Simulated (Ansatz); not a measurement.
# Sr: the cost of one run

Computed with Ansatz 0.2.0 (DFT PBEsol, scalar-relativistic, plane waves, PAW, unless a step's input says otherwise).

16 further runs of the same task are left out: 16 set aside as unsound or not needed.

## Step 1: Starting point

It takes space group P6_3/mmc (No. 194, hexagonal). The conventional cell has a = 4.195 Å, b = 4.195 Å, c = 6.879 Å, α = 90.00°, β = 90.00°, γ = 120.00°. Sr (site symmetry -6m2) has 12 Sr at 4.19 to 4.21 Å as nearest neighbours.

Coordinates:

```cif
data_structure
_symmetry_space_group_name_H-M 'P 1'
_symmetry_Int_Tables_number 1
_cell_length_a 4.1945
_cell_length_b 4.1945
_cell_length_c 6.8785
_cell_angle_alpha 90.000
_cell_angle_beta 90.000
_cell_angle_gamma 120.000
_cell_volume 104.81
loop_
_atom_site_label
_atom_site_type_symbol
_atom_site_fract_x
_atom_site_fract_y
_atom_site_fract_z
_atom_site_occupancy
Sr1 Sr 0.33333 0.66667 0.25000 1
Sr2 Sr 0.66667 0.33333 0.75000 1
```

This cell was relaxed beforehand with the same method: volume 52.40 Å³/atom, gap on the mesh none (metal).

## Step 2: What is varied

The energy is mapped over two homogeneous strains (x along [1 0 0], y along [1 2 0], z along [0 0 1] of the conventional cell).

The axes are (1) strain +e along x and -e along y: 7 values from −11.0 %; (2) strain +e along z and -e/2 along x and y: 7 values from −7.00 %.

Nothing else is relaxed (fractional coordinates fixed). Energies count from the relaxed crystal. Points are written as (first, second).

## Step 3: Grid point (−11.0 %, −7.00 %)

input.yaml

```yaml
crystal:
  lattice:
    - [3.8799464364, 0.0, 0.0]
    - [-1.9399732182, 4.1592987516, 0.0]
    - [0.0, 0.0, 6.3970297469]
  atoms:
    - { symbol: Sr, position: [0.3333333333, 0.6666666667, 0.25] }
    - { symbol: Sr, position: [0.6666666667, 0.3333333333, 0.75] }
basis:
  ecutwfc: 420
kpoints:
  mp_grid: { grid: [12, 12, 8] }
hamiltonian:
  xc: pbesol
  pseudopotentials: { kind: paw }
scf:
  occupations: { method: gaussian, width: 0.15 }
output:
  forces: true
  stress: true
  eigenvalues: true
```

The run is started by

```console
ansatz run input.yaml --threads 1 --pin off --max-ram 2048MiB --backend cpu --events-out ev --progress --plain --runs-dir out
```

What time and memory should one allow on 1 thread of Arm Neoverse N1, shared host?

About 26 s, with a peak of 0.51 GiB.
